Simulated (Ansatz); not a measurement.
# GaS2: the cost of one run

Method: DFT PBE, scalar-relativistic, plane waves, PAW, in Ansatz 0.2.0.

## (1) The system as given

Symmetry: P4/mmm, No. 123, tetragonal system. Conventional cell: a = 2.570 Å, b = 2.570 Å, c = 19.000 Å, α = 90.00°, β = 90.00°, γ = 90.00°. Ga (site symmetry 4/mmm) is surrounded by 2 S at 2.17 Å. S (site symmetry 4mm) has 1 Ga at 2.17 Å as nearest neighbours.

Structure file:

```xyz
3
Lattice="2.5704 0.0000 0.0000 0.0000 2.5704 0.0000 0.0000 0.0000 19.0000" Properties=species:S:1:pos:R:3 pbc="T T F"
Ga    0.0000    0.0000    9.5000
S     0.0000    0.0000   11.6707
S     0.0000    0.0000    7.3293
```

A structure generator made this guess: species swapped into a sheet modelled on a layer of Te2Au, with Ga on the Au sites and S on the Te sites. Its size is a rough estimate.

Only a and b are periodic; c spans vacuum, so the box's volume, pressure and space group aren't properties of the sheet.

## (2) Probe: one point on a coarse mesh

File input.yaml:

```yaml
crystal:
  lattice:
    - [2.57040302, 0.0, 0.0]
    - [0.0, 2.57040302, 0.0]
    - [0.0, 0.0, 19.0]
  atoms:
    - { symbol: Ga, position: [0.0, 0.0, 0.5] }
    - { symbol: S, position: [0.0, 0.0, 0.61424887] }
    - { symbol: S, position: [0.0, 0.0, 0.38575113] }
  periodic: [true, true, false]
basis:
  ecutwfc: 420
kpoints:
  mp_grid: { grid: [6, 6, 1] }
hamiltonian:
  xc: pbe
scf:
  occupations: { method: gaussian, width: 0.1 }
  lower_state_search: "off"
output:
  forces: true
  stress: true
  eigenvalues: true
```

Launch:

```console
ansatz run input.yaml --threads 1 --pin off --max-ram 2048MiB --backend cpu --events-out ev --progress --plain --runs-dir out
```

**Question.** How long does this run take on 1 thread of AMD EPYC 9R45 (Zen 5), shared host, and how much memory does it need?

About 1.2 s, with a peak of 0.46 GiB.
